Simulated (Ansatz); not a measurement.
**BF₂H₃Si: small, medium and large basis sets**

One table from this session's results is given with a row withheld; the runs are named, their logs left out.

Computed with Ansatz 0.2.0, Gaussian basis. Level: one geometry, several basis sets.

Levels to be run: PBE0-D4/def2-SVP; ωB97M-V/def2-SVP; PBE0-D4/def2-QZVPP; ωB97M-V/def2-QZVPP; the functionals' def2-TZVPP values are taken from earlier runs.

**The relaxed structure**

All runs share one geometry, relaxed beforehand with PBE0-D4 in a triple-zeta def2 set.

7 atoms, charge 0, spin multiplicity 1.

Atoms are counted from 1 here; the program's logs count them from 0.

Bond lengths: B1–Si2 2.012 Å, B1–H5 1.194 Å, B1–H6 1.194 Å, Si2–F3 1.594 Å, Si2–F4 1.594 Å, Si2–H7 1.486 Å. Angles: Si2–B1–H5 120.9°, Si2–B1–H6 120.9°, H5–B1–H6 118.1°, B1–Si2–F3 111.5°, B1–Si2–F4 111.5°, B1–Si2–H7 112.5°, F3–Si2–F4 106.1°, F3–Si2–H7 107.5°, F4–Si2–H7 107.5°.

The first run:

Contents of in.yaml:

```yaml
crystal:
  periodic: [false, false, false]
  atoms:
    - {symbol: B, position_ang: [-0.751928, 0.944410, -0.083577]}
    - {symbol: Si, position_ang: [0.514445, -0.614527, 0.036582]}
    - {symbol: F, position_ang: [0.604614, -1.179509, 1.524363]}
    - {symbol: F, position_ang: [0.028281, -1.832535, -0.869416]}
    - {symbol: H, position_ang: [-1.346252, 1.175248, -1.093179]}
    - {symbol: H, position_ang: [-0.880946, 1.701275, 0.830942]}
    - {symbol: H, position_ang: [1.892887, -0.262462, -0.391415]}
basis:
  gaussian: {orbitals: def2-SVP}
hamiltonian: {xc: pbe0, dispersion: d4}
output: {orbitals: {seedname: orbitals}}
```

Launch:

```console
> ansatz run in.yaml --threads 2 --pin off --events-out ev --progress --plain --max-ram 4352MiB
```

Steps of the session up to this table: PBE0-D4 in def2-SVP; ωB97M-V in def2-SVP; PBE0-D4 in def2-QZVPP; ωB97M-V in def2-QZVPP.

One table of the session follows, with a row left open; its other results are not shown here.

It belongs to the step «Functionals by basis». 

```
functional       basis  HOMO (eV)  LUMO (eV)
   PBE0-D4    def2-SVP          ?          ?
   PBE0-D4  def2-TZVPP      -8.72      -3.07
   PBE0-D4  def2-QZVPP      -8.74      -3.09
   ωB97M-V    def2-SVP     -10.81      -0.91
   ωB97M-V  def2-TZVPP     -10.91      -1.06
   ωB97M-V  def2-QZVPP     -10.93      -1.11
```

**Question.** Estimate the row for PBE0-D4, def2-SVP.

**Answer.** HOMO (eV): -8.66; LUMO (eV): -3.01. In the column «HOMO (eV)» it is the highest.
